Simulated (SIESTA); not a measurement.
CaB2:

```
CELL_PARAMETERS angstrom
3.22643 0.00000 0.00000
-1.61322 2.79417 0.00000
0.00000 0.00000 4.06739
ATOMIC_POSITIONS crystal
Ca 0.00000 0.00000 0.00000
B 0.66667 0.33333 0.50000
B 0.33333 0.66667 0.50000
```

The cell comes from a database or a generator and needn't be the stable form of this composition.

* Program: SIESTA 5.4.2
* Task: single point
* Functional: PBE
* Potentials or basis: PseudoDojo 0.4 standard (PBE files)
* Basis: DZP (energy shift 0.003 Ry; two zetas on semicore shells; d shell added on Ca)
* Grid cutoff: 800 Ry
* Energy shift: 0.003 Ry
* k mesh: 9 × 9 × 7
* Occupations: fermi-dirac, width 0.05 eV
* Spin: no spin polarisation

On this cell: pressure 1.4 GPa; largest force under 0.003 eV/Å; band gap on the k mesh none (metal or under the smearing width).

The same run follows on a disturbed copy (atoms moved at random, drawn with an rms of 0.05 Å):

```xyz
3
Lattice="3.2264 0.0000 0.0000 -1.6132 2.7942 0.0000 0.0000 0.0000 4.0674" Properties=species:S:1:pos:R:3 pbc="T T T"
Ca   -0.0071   -0.0009   -0.0016
B     1.6242    0.9237    2.0263
B     0.0261    1.8827    2.0656
```

What does the disturbed cell give?

The energy (extrapolated to zero smearing) moves by +3.2 meV/atom; pressure 1.4 GPa; largest force 0.385 eV/Å; band gap on the k mesh none (metal or under the smearing width).

Forces on the atoms (eV/Å):
```
Ca   0.102  0.029  0.098
B   -0.003  0.086  0.256
B   -0.099 -0.114 -0.354
```

Stress tensor (GPa, compression positive):
```
 2.68  0.20  0.05
 0.20  2.32  0.02
 0.05  0.02 -0.72
```

Caveats: the basis of atomic orbitals isn't converged, which shifts pressures, moduli and gaps.
